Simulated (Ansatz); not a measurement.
# MnS (Fm-3m): exact exchange against the cheap answer

How far do hybrid functionals move MnS (Fm-3m) from its cheap description, and at what price?

Program: Ansatz 0.2.0. Level of theory: DFT at several levels, plane waves, PAW. These are calculated values, not measurements.

## 1. The system as given

It takes space group Fm-3m (No. 225, cubic). The conventional cell has a = 5.224 Å, b = 5.224 Å, c = 5.224 Å, α = 90.00°, β = 90.00°, γ = 90.00°. Mn (site symmetry m-3m) is surrounded by 6 S at 2.61 Å. S (site symmetry m-3m) has 6 Mn at 2.61 Å in its first shell of neighbours.

Structure file:

```
Mn S
1.0
     0.00000    2.61225    2.61225
     2.61225    0.00000    2.61225
     2.61225    2.61225    0.00000
Mn S
1 1
Direct
  0.00000 0.00000 0.00000
  0.50000 0.50000 0.50000
```

An earlier run on this cell at PBE gave -3.85 GPa at 17.826 Å³/atom (8×8×8 mesh), no gap, spin moments in the atoms' spheres Mn 4.21; S 0.14 μB. The cell is stretched at this level.

The cell stays fixed from here on.

Levels to run, all on a 6×6×6 mesh: PBE; HSE06 form (screening 0.6 Å⁻¹); PBE0; Hartree–Fock. Hardware: 4 threads of Arm Neoverse V1, shared host.

## 2. PBE

Input file input.yaml:

```yaml
crystal:
  lattice:
    - [0.0, 2.6122498864, 2.6122498864]
    - [2.6122498864, 0.0, 2.6122498864]
    - [2.6122498864, 2.6122498864, 0.0]
  atoms:
    - { symbol: Mn, position: [0.0, 0.0, 0.0], spin: 4.63 }
    - { symbol: S, position: [0.5, 0.5, 0.5] }
basis:
  ecutwfc: 420
  ecutrho_ratio: 4
kpoints:
  mp_grid: { grid: [6, 6, 6] }
hamiltonian:
  xc: pbe
scf:
  occupations: { method: gaussian, width: 0.05 }
  lower_state_search: "off"
output:
  forces: true
  stress: true
  eigenvalues: true
  populations: true
  write_density: true
  write_potential: true
  elf: true
  volumetric_format: npy
magnetization:
  spin_polarized: true
checkpoint:
  read: start.run
  write: ck
  compress: false
  write_wavefunctions: false
  write_every: 100000
```

It reads its starting density from start.run, saved by an earlier run on this cell.

The run is started by

```console
$ ansatz run input.yaml --threads 4 --pin off --max-ram 8192MiB --backend cpu --events-out ev --progress --plain --runs-dir out
```

The runs that follow: HSE06 form (screening 0.6 Å⁻¹); PBE0; Hartree–Fock.

Before running it: what results should come out? Wanted: for each run, exact exchange; change of gap; pressure; largest spin moment.

**Answer**, as computed:

| level | exact exchange | gap on the mesh (eV) | change of gap (eV) | pressure (GPa) | largest spin moment (μB) | wall time | CPU time |
| --- | --- | --- | --- | --- | --- | --- | --- |
| PBE | 0.00 | metal | 0 | -4.0 | 4.20 | 0.8 s | 2.3 s |
| HSE06 form (screening 0.6 Å⁻¹) | 0.25 | 0.29 | +0.29 | 1.3 | 4.50 | 19 s | 67 s |
| PBE0 | 0.25 | 1.71 | +1.71 | 1.0 | 4.52 | 21 s | 75 s |
| Hartree–Fock | 1.00 | 9.14 | +9.14 | 13.7 | 4.71 | 27 s | 95 s |

Changes count from PBE. Times are on 4 threads of Arm Neoverse V1, shared host; the hybrid runs also made densities of states.

Exact exchange opens a gap in 3 of 3 runs, where PBE gives a metal. Unscreened long-range exchange opens gaps even in real metals and semimetals. The pressure spans -4.0 to 13.7 GPa, negative where a level wants a smaller cell on this coarse mesh, whose own error is in all of them. «metal» means no gap on the mesh; bands that overlap can still move apart without opening one. The median run with exact exchange took 32 times the CPU time of the cheap one, which started from a converged state. Gaps are over this coarse mesh alone, and total energies of different levels can't be compared. With a Hubbard U or exact exchange the result depends on the state in which the open shell ends, and a lower one can't be excluded. The program warned that the SCF threshold is loose for the stress of this hybrid run.
